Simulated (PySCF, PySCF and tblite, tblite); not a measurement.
# C3H5FO5S: conformers and averaged spectra, part 2 of 2

PySCF and tblite. Atoms count from 0. The steps go on from the part before.

## Step 6: Single-point energy, conformer 2: PBE0/def2-SVP in acetone

The job: settings as JSON, then the geometry in Å.

```
{"job": {"xc": "PBE0", "basis": "def2-SVP", "solvent": "acetone", "kind": "sp"}, "charge": 0, "multiplicity": 1}
C     -2.257134     0.199133    -0.070362
O     -1.221738    -0.391222     0.730161
C     -0.095687     0.333963     0.856527
F     -0.377901     1.512671     1.530637
C      0.960570    -0.469601     1.658906
O      2.182308    -0.257055     1.012850
S      1.849461    -0.157409    -0.548824
O      2.814139     0.606627    -1.228660
O      1.481206    -1.432264    -1.038500
O      0.496571     0.712691    -0.330330
H     -2.591760     1.136168     0.377825
H     -1.894674     0.376816    -1.083387
H     -3.060373    -0.532004    -0.071345
H      1.033078    -0.104237     2.684110
H      0.677519    -1.526288     1.630368
```

The log of the run:

```text
coarse grid: 14504 points
cycle   1  E = -989.5480604886  dE =  2.823e+00  |g| = 1.432e+00  |ddm| = 4.596e+00
cycle   2  E = -988.9729790133  dE =  5.751e-01  |g| = 2.294e+00  |ddm| = 3.001e+00
cycle   3  E = -989.9118371346  dE = -9.389e-01  |g| = 2.313e-01  |ddm| = 1.987e+00
cycle   4  E = -989.9201910333  dE = -8.354e-03  |g| = 9.585e-02  |ddm| = 2.464e-01
cycle   5  E = -989.9218154409  dE = -1.624e-03  |g| = 1.108e-02  |ddm| = 7.041e-02
cycle   6  E = -989.9218387356  dE = -2.329e-05  |g| = 3.902e-03  |ddm| = 1.366e-02
cycle   7  E = -989.9218412485  dE = -2.513e-06  |g| = 1.518e-03  |ddm| = 3.804e-03
final grid: 139880 points
cycle   8  E = -990.0676951465  dE = -3.576e-05  |g| = 1.277e-02  |ddm| = 3.505e-02
cycle   9  E = -990.0676756978  dE =  1.945e-05  |g| = 1.655e-02  |ddm| = 2.119e-02
cycle  10  E = -990.0677255681  dE = -4.987e-05  |g| = 1.779e-03  |ddm| = 1.220e-02
cycle  11  E = -990.0677261707  dE = -6.025e-07  |g| = 4.033e-04  |ddm| = 1.772e-03
cycle  12  E = -990.0677261980  dE = -2.739e-08  |g| = 1.365e-04  |ddm| = 4.171e-04
cycle  13  E = -990.0677262015  dE = -3.480e-09  |g| = 2.647e-05  |ddm| = 1.242e-04
cycle  14  E = -990.0677262017  dE = -1.303e-10  |g| = 1.095e-05  |ddm| = 2.945e-05
converged SCF energy = -990.0677262017
```

Run time: 13 s. Hardware: 1 thread of Arm Neoverse V1, shared host; peak memory 0.78 GiB.

This run: HOMO -9.00 eV, LUMO 1.23 eV; dipole 4.33 D.

## Step 7: Boltzmann average: properties at KT2/pcSseg-1 in acetone

The job: settings as JSON, then the geometry in Å.

```
{"job": {"study": "conf", "smiles": "CO[C@@]1(F)COS(=O)(=O)O1", "search": {"seed": 344, "n_embed": 90, "ff_keep": 18, "window": 3.0, "nmax": 9, "temps": [150, 200, 250, 298.15, 400], "t_ref": 298.15, "order": 0.001}, "level": {"nmr": {"xc": "KT2", "basis": "pcSseg-1", "solvent": "acetone"}, "sp": {"xc": "PBE0", "basis": "def2-SVP", "solvent": "acetone"}}, "kind": "conf"}, "charge": 0, "multiplicity": 1}
C     -2.257134     0.199133    -0.070362
O     -1.221738    -0.391222     0.730161
C     -0.095687     0.333963     0.856527
F     -0.377901     1.512671     1.530637
C      0.960570    -0.469601     1.658906
O      2.182308    -0.257055     1.012850
S      1.849461    -0.157409    -0.548824
O      2.814139     0.606627    -1.228660
O      1.481206    -1.432264    -1.038500
O      0.496571     0.712691    -0.330330
H     -2.591760     1.136168     0.377825
H     -1.894674     0.376816    -1.083387
H     -3.060373    -0.532004    -0.071345
H      1.033078    -0.104237     2.684110
H      0.677519    -1.526288     1.630368
```

The log of the run:

```text
conformer  sym    E(xTB)   E(DFT)   G(298.15 K)  weight  dipole/D
    1     C1      0.000    0.237    0.322   0.3674    4.810
    2     C1      0.148    0.000    0.000   0.6325    4.334

mean shielding (ppm) by class
class atoms           150 K      200 K      250 K   298.15 K      400 K
  0 C  0            130.528    130.537    130.542    130.546    130.552
  1 O  1            225.454    225.585     225.67    225.727    225.806
  2 C  2             59.066      59.06     59.056     59.053      59.05
  3 F  3            253.383    253.062    252.855    252.716    252.523
  4 C  4            109.008    108.991     108.98    108.972    108.962
  5 O  5            134.938    134.775    134.669    134.598    134.501
  6 S  6            204.588    204.535    204.501    204.478    204.446
  7 O  7            107.192    106.583     106.19    105.925    105.559
  8 O  8            101.255    101.845    102.226    102.483    102.837
  9 O  9             91.353     91.064     90.877     90.751     90.578
 10 H  10,11,12      27.471     27.474     27.476     27.478      27.48
 11 H  13            26.571     26.585     26.593     26.599     26.607
 12 H  14            26.949     26.933     26.922     26.915     26.905
```

Run time: 95 s. Hardware: 1 thread of Arm Neoverse V1, shared host. This counts the runs that the step sums up.

The search (ETKDG and KDG, MMFF94s, GFN2-xTB) embedded 90 structures, kept 5 distinct ones after the force field and 2 after xTB; 2 were carried on (window 3.0 kcal/mol at the search's own energies). Energies: PBE0/def2-SVP in acetone with D3(BJ).

The conformers at 298 K:

| no. | group | mirror pair | ΔE xTB | ΔE DFT | ΔG | weight (%) | μ (D) | C0–O1–C2–F3 (°) | A, B, C (GHz) |
| --- | --- | --- | --- | --- | --- | --- | --- | --- | --- |
| 1 | C1 | no | 0.00 | 0.24 | 0.32 | 36.7 | 4.81 | 64 | 2.40, 0.92, 0.88 |
| 2 | C1 | no | 0.15 | 0.00 | 0.00 | 63.3 | 4.33 | 64 | 2.27, 0.97, 0.89 |

Energies in kcal/mol. ΔG holds xTB vibrations and rotation, symmetry numbers and mirror pairs.

Weights (%) by temperature:

| no. | 150 K | 200 K | 250 K | 298 K | 400 K |
| --- | --- | --- | --- | --- | --- |
| 2 | 72.8 | 68.2 | 65.3 | 63.3 | 60.5 |
| 1 | 27.2 | 31.8 | 34.7 | 36.7 | 39.5 |

How the weights hang on the way they are made:

| scheme | 2 | 1 | mean μ (D) |
| --- | --- | --- | --- |
| DFT free energy | 63 | 37 | 4.51 |
| DFT energy, symmetry counted | 60 | 40 | 4.53 |
| DFT energy alone | 60 | 40 | 4.53 |
| xTB energy, symmetry counted | 44 | 56 | 4.60 |
| xTB free energy | 47 | 53 | 4.58 |
| lowest conformer only | 100 | 0 | 4.33 |
| equal weights | 50 | 50 | 4.57 |
| conformers found from three starts alone | 100 | 0 | 4.33 |

Shifts against references run at the same level (¹³C TMS 186.4, ¹H TMS 31.60 ppm of shielding), by class of atoms, at 298 K:

| atoms | environment | no. 2 | no. 1 | average |
| --- | --- | --- | --- | --- |
| C2 | sp3 carbon bearing two oxygens | 127.3 | 127.5 | 127.4 |
| C4 | sp3 CH2 bonded to O | 77.3 | 77.7 | 77.5 |
| C0 | methyl carbon bonded to O | 56.0 | 55.8 | 55.9 |
| H13 | hydrogen on an sp3 CH2 bonded to O | 5.11 | 4.81 | 5.00 |
| H14 | hydrogen on an sp3 CH2 bonded to O | 4.55 | 4.91 | 4.68 |
| H10, H11, H12 | hydrogen on a methyl carbon bonded to O | 4.15 | 4.07 | 4.12 |
| O9 | oxygen bonded to C, S, in a 5-membered ring | 93.1 (σ) | 86.8 (σ) | 90.8 (σ) |
| O8 | S=O oxygen | 97.8 (σ) | 110.6 (σ) | 102.5 (σ) |
| O7 | S=O oxygen | 110.8 (σ) | 97.5 (σ) | 105.9 (σ) |
| O5 | oxygen bonded to C, S, in a 5-membered ring | 135.9 (σ) | 132.4 (σ) | 134.6 (σ) |
| O1 | ether oxygen | 224.7 (σ) | 227.5 (σ) | 225.7 (σ) |
| F3 | fluorine on an sp3 carbon | 255.3 (σ) | 248.3 (σ) | 252.7 (σ) |
| S6 | sulfonyl sulfur | 205 (σ) | 204 (σ) | 204 (σ) |

Effective distances for nuclear Overhauser effects, ⟨r⁻⁶⟩^(−1/6) over all pairs of two classes (Å): H13···H14 1.81.

## Step 8: Results

This closing draws on all 2 parts.

| quantity | value |
| --- | --- |
| conformers | 2; the first in weight is no. 2 (C1), 63 % at 298 K |
| root-mean-square dipole | 4.51 D |
| averaged ¹³C shifts (KT2/pcSseg-1 in acetone) | 127.4, 77.5, 55.9 ppm |
| averaged ¹H shifts (KT2/pcSseg-1 in acetone) | 5.00, 4.68, 4.12 ppm |

What this shows: Conformer 2 leads with 63 % at 298 K, and its share goes from 73 % at 150 K to 60 % at 400 K. xTB puts no. 1 lowest, DFT no. 2. Among conformers over 5 %, H14 differs by 0.36 ppm, while the average moves by 0.04 ppm from 150 to 400 K.
